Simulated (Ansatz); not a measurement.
**CH₅ClMoN₂O: basis-set convergence**

An exercise on one series of results from a longer session: the logs are not shown, and one member is left open.

Computed with Ansatz 0.2.0, Gaussian basis. Level: one geometry, several basis sets.

The runs, in order: PBE0-D4/def2-SVP; ωB97M-V/def2-SVP; PBE0-D4/def2-QZVPP; ωB97M-V/def2-QZVPP; the functionals' def2-TZVPP values are taken from earlier runs.

## The relaxed structure

All runs share one geometry, relaxed beforehand with PBE0-D4 in a triple-zeta def2 set. Mo takes the def2 core potential; no spin-orbit term is included.

SMILES `C[N]=[Mo]([NH2])(=[O])[Cl]`, 11 atoms, charge 0, spin multiplicity 1.

Atoms are counted from 1 here; the program's logs count them from 0.

Bond lengths: C1–N2 1.418 Å, C1–H7 1.096 Å, C1–H8 1.095 Å, C1–H9 1.095 Å, N2–Mo3 1.722 Å, Mo3–N4 1.927 Å, Mo3–O5 1.680 Å, Mo3–Cl6 2.287 Å, N4–H10 1.010 Å, N4–H11 1.008 Å. Angles: N2–C1–H7 111.8°, N2–C1–H8 109.8°, N2–C1–H9 109.7°, H7–C1–H8 109.0°, H7–C1–H9 108.9°, H8–C1–H9 107.7°, C1–N2–Mo3 151.6°, N2–Mo3–N4 105.3°, N2–Mo3–O5 109.6°, N2–Mo3–Cl6 108.3°, N4–Mo3–O5 110.8°, N4–Mo3–Cl6 112.2°, O5–Mo3–Cl6 110.4°, Mo3–N4–H10 121.8°, Mo3–N4–H11 125.2°, H10–N4–H11 111.5°.

The first run:

in.yaml

```yaml
crystal:
  periodic: [false, false, false]
  atoms:
    - {symbol: C, position_ang: [-0.688344, -1.309944, -1.426706]}
    - {symbol: N, position_ang: [-0.532582, -0.376439, -0.370181]}
    - {symbol: Mo, position_ang: [0.165588, 1.045963, 0.302838]}
    - {symbol: N, position_ang: [0.955061, 0.485479, 1.968509]}
    - {symbol: O, position_ang: [1.336996, 1.647854, -0.739880]}
    - {symbol: Cl, position_ang: [-1.497806, 2.586014, 0.609070]}
    - {symbol: H, position_ang: [0.008108, -1.113452, -2.249198]}
    - {symbol: H, position_ang: [-1.712973, -1.267154, -1.810306]}
    - {symbol: H, position_ang: [-0.515542, -2.324063, -1.051288]}
    - {symbol: H, position_ang: [1.733739, 0.979653, 2.381098]}
    - {symbol: H, position_ang: [0.813254, -0.410912, 2.406744]}
basis:
  gaussian: {orbitals: def2-SVP}
hamiltonian: {xc: pbe0, dispersion: d4}
output: {orbitals: {seedname: orbitals}}
```

Run with:

```console
ansatz run in.yaml --threads 4 --pin off --events-out ev --progress --plain --max-ram 11315MiB
```

Steps of the session up to this table: PBE0-D4 in def2-SVP; ωB97M-V in def2-SVP; PBE0-D4 in def2-QZVPP; ωB97M-V in def2-QZVPP.

One of the session's tables, all rows but one given; the rest of the session is left out.

It belongs to the step «Density functionals: the series». 

```
functional       basis  HOMO (eV)  LUMO (eV)
   PBE0-D4    def2-SVP          ?          ?
   PBE0-D4  def2-TZVPP      -7.71      -1.84
   PBE0-D4  def2-QZVPP      -7.73      -1.87
   ωB97M-V    def2-SVP      -9.89       0.35
   ωB97M-V  def2-TZVPP      -9.96       0.19
   ωB97M-V  def2-QZVPP      -9.99       0.13
```

Q: Estimate the row for PBE0-D4, def2-SVP from the others.

The run gave: HOMO (eV): -7.65; LUMO (eV): -1.73. In the column «HOMO (eV)» it is the highest.
